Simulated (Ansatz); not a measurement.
I need a rigid torsion scan of CH5O2Sb, SMILES OC[O][SbH2]. Use Ansatz 0.2.0, Python API. Level of theory (for the species named): r2SCAN, def2-SVP basis, multiplicity 1.

```xyz
9

O    -0.4157    1.2766   -1.1480
C     0.5707    0.6780   -0.4715
O     0.2604   -0.6847   -0.3332
Sb   -1.1128   -0.8742    1.0661
H    -0.4684    0.9295   -2.0924
H     0.7271    1.1846    0.5151
H     1.5509    0.7936   -1.0345
H    -0.9941   -2.6213    1.0463
H    -0.0297   -0.7284    2.4349
```

Script `torsion_ch5o2sb.py`:
```python
# -*- coding: utf-8 -*-
"""Rigid torsion scan of CH5O2Sb."""

import warnings

import ansatz as az
from ase import Atoms

config = {
    "basis_set": "def2-SVP",
    "functional": "r2scan",
    "fmax": 0.02,
}


def main():
    warnings.simplefilter("ignore", az.DeckWarning)

    atoms = Atoms(["O", "C", "O", "Sb", "H", "H", "H", "H", "H"], positions=[
        (-0.4157, 1.2766, -1.148),
        (0.5707, 0.678, -0.4715),
        (0.2604, -0.6847, -0.3332),
        (-1.1128, -0.8742, 1.0661),
        (-0.4684, 0.9295, -2.0924),
        (0.7271, 1.1846, 0.5151),
        (1.5509, 0.7936, -1.0345),
        (-0.9941, -2.6213, 1.0463),
        (-0.0297, -0.7284, 2.4349),
    ])

    # relax first, so that the scan starts from a minimum
    first = (
        az.Crystal.molecule_from_ase(atoms).calculation()
        .basis(gaussian=config["basis_set"])
        .functional(config["functional"])
        .relax(force_tolerance=config["fmax"], max_steps=80)
    )
    atoms.positions = first.run(threads=1).report["positions_ang"]

    start = atoms.get_dihedral(0, 1, 2, 3)
    energies = {}
    for turn in range(0, 360, 30):
        turned = atoms.copy()
        turned.set_dihedral(0, 1, 2, 3, start + turn, indices=[2, 3, 7, 8])
        base = az.Crystal.molecule_from_ase(turned).calculation()
        base = base.basis(gaussian=config["basis_set"])
        base = base.functional(config["functional"])
        energies[round((start + turn) % 360)] = base.run(threads=1).report["free_energy_ev"]
    floor = min(energies.values())
    print("dihedral O0-C1-O2-Sb3 (deg)   E - E(min) (kJ/mol)")
    for angle, e in sorted(energies.items()):
        print(f"{angle:8d} {96.485332 * (e - floor):14.3f}  " + "#" * int(30 * (e - floor) / max(max(energies.values()) - floor, 1e-9)))


if __name__ == "__main__":
    main()
```

Running `python torsion_ch5o2sb.py` prints:
```text
dihedral O0-C1-O2-Sb3 (deg)   E - E(min) (kJ/mol)
      13         51.059  ##############################
      43         50.517  #############################
      73         31.468  ##################
     103         29.542  #################
     133         32.242  ##################
     163         28.605  ################
     193         26.071  ###############
     223         26.915  ###############
     253         22.971  #############
     283          9.499  #####
     313          0.000
     343         17.099  ##########
```

Reading the output:
- The scan is rigid and the energies are electronic, in a modest basis. With rigid groups the curve can differ much from the relaxed path, the start wasn't checked as a minimum of this torsion, and equivalent turns needn't return to the same energy.
- def2 sets replace the cores of elements past krypton by effective core potentials.
- Finished in 2.7 min on 1 thread of Arm Neoverse V1, with other jobs on the host, peak memory 0.22 GiB.
